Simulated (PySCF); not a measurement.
Crystal: SiSH2, in a box.

```
Si S H
1.0
    11.00000    0.00000    0.00000
     0.00000   12.00000    0.00000
     0.00000    0.00000   11.00000
Si S H
1 1 2
Direct
  0.47148 0.40992 0.51659
  0.51269 0.57935 0.48316
  0.58787 0.40022 0.59116
  0.41449 0.60328 0.41502
```

Base run:

```yaml
Program: PySCF 2.14.0
Functional: RPBE
Dispersion: D4
Potentials_or_basis: 6-31g* (all-electron)
k_mesh: 1 × 1 × 1
Occupations: fixed
Spin: no spin polarisation
```

Its results: gap between the frontier levels 2.55 eV.

Problem. The run is repeated on the same cell with these changes: functional from RPBE to r2SCAN. What comes out?

Solution. Gap between the frontier levels 2.81 eV.

r2SCAN gives the wider gap, since meta-GGAs in the generalised Kohn-Sham scheme recover part of the derivative discontinuity.

Caveats: this is a molecule in a periodic box at the Γ point, so its band gap is the HOMO-LUMO gap; the basis of atomic orbitals isn't converged, which shifts pressures, moduli and gaps.

A k mesh can miss the band edges.

Not every run made on this cell is shown here.
